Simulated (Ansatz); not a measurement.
# YbZn: the cost of one run

Program: Ansatz 0.2.0 through its Python package. Level of theory: DFT r2SCAN, plane waves, PAW. These are calculated values, not measurements.

## 1. The system

The structure is cubic, space group Pm-3m (No. 221). Conventional cell: a = 3.629 Å, b = 3.629 Å, c = 3.629 Å, α = 90.00°, β = 90.00°, γ = 90.00°. Yb (site symmetry m-3m) is surrounded by 8 Zn at 3.14 Å. Zn (site symmetry m-3m) is surrounded by 8 Yb at 3.14 Å.

No structure file is read: the coordinates are typed or built in the script.

## 2. Script

Contents of eos_ybzn.py:

```python
import ansatz
from ase.eos import EquationOfState
from ase.units import GPa
import numpy as np

vectors0 = np.array([
    [3.629, 0.0, 0.0],
    [0.0, 3.629, 0.0],
    [0.0, 0.0, 3.629],
])
sites = [
    ("Yb", (0.0, 0.0, 0.0)),
    ("Zn", (0.5, 0.5, 0.5)),
]


def crystal_on(cell):
    crystal = ansatz.Crystal(lattice=ansatz.Lattice.of(cell))
    for symbol, position in sites:
        crystal = crystal.atom(symbol, position)
    return crystal

volumes, energies = [], []
for scale in np.linspace(0.92, 1.08, 7):
    cell = vectors0 * scale ** (1 / 3)
    job = (
        crystal_on(cell).calculation()
        .basis(19 * ansatz.Ha)
        .pseudopotentials("paw")
        .functional("r2SCAN")
        .occupations("fermi_dirac", width=150 * ansatz.meV)
        .kpoints(6, 6, 6)
    )
    summary = job.run(threads=1, pin="off").report
    volumes.append(abs(np.linalg.det(cell)) / len(sites))
    energies.append(summary["free_energy_ev"] / len(sites))
    print(f"V = {volumes[-1]:8.4f} A^3/atom  F = {energies[-1]:.5f} eV/atom")

eos = EquationOfState(volumes, energies, eos="birchmurnaghan")
v0, e0, bulk = eos.fit()
print(f"V0 = {v0:.4f} A^3/atom, E0 = {e0:.5f} eV/atom, B = {bulk / GPa:.1f} GPa")
eos.plot("eos.png")
```

## 3. The input behind the calls

The package turns the script's settings into the engine's input (first run):

```yaml
crystal:
  lattice:
    - [3.5295248503482286, 0.0, 0.0]
    - [0.0, 3.5295248503482286, 0.0]
    - [0.0, 0.0, 3.5295248503482286]
  atoms:
    - { symbol: Yb, position: [0.0, 0.0, 0.0] }
    - { symbol: Zn, position: [0.5, 0.5, 0.5] }
basis:
  ecutwfc: 517.016338673772
kpoints:
  mp_grid:
    grid: [6, 6, 6]
hamiltonian:
  xc: r2scan
  pseudopotentials:
    kind: paw
scf:
  occupations:
    method: fermi_dirac
    width: 0.15
```

## 4. The run

Started as:

```
> python eos_ybzn.py
```

Q: Estimate wall time and peak memory on 1 thread of Intel Xeon Platinum 8488C (Sapphire Rapids), shared host.

About 26 s, with a peak of 0.52 GiB.
